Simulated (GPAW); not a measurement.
Crystal: CrN2.

```
Cr N
1.0
     3.90179    0.00000    0.00000
     0.00000    4.80951    0.00000
     0.00000    0.00000    2.78417
Cr N
2 4
Direct
  0.00000 0.00000 0.00000
  0.50000 0.50000 0.50000
  0.86617 0.58878 0.00000
  0.13383 0.41123 0.00000
  0.36617 0.91122 0.50000
  0.63383 0.08878 0.50000
```

The cell comes from a database or a generator and needn't be the stable form of this composition.

Program: GPAW 26.7.0. Alike in all runs: spin collinear, ferromagnetic start; cell as given; smearing fermi-dirac 0.05 eV.

Problem. Order these runs on this cell by their pressure, lowest first.
A. level PBEsol; potentials or basis PAW data sets generated in the run's folder for this functional, pw; k mesh 5 × 4 × 6; cutoff (eV) 800; maxiter 150; band path GXSYGZURTZ,YT,UX,SR; band points 100; mesh quality coarse
B. level LDA; potentials or basis the program's PAW data sets (release 1.2.1) made for this functional, pw; k mesh 5 × 4 × 7; cutoff (eV) 600; maxiter 120; convergence default; mesh quality not flagged
C. level LDA; potentials or basis the program's PAW data sets (release 1.2.1) made for this functional, pw; k mesh 5 × 4 × 6; cutoff (eV) 800; maxiter 150; band path GXSYGZURTZ,YT,UX,SR; band points 100; mesh quality coarse

Solution. B (-28.7 GPa), C (-17.8 GPa), A (-8.1 GPa).

Caveats: some runs use coarse meshes; only a ferromagnetic start was run, and an antiferromagnetic order may lie lower in energy; the cutoff is short for stress and forces, so pressures can be off by a GPa or more (some runs); a pressure of tens of GPa on the cell as given is suspect, and the run, the potentials or the cell itself is likely at fault (some runs).

Not every run made on this cell is shown here.
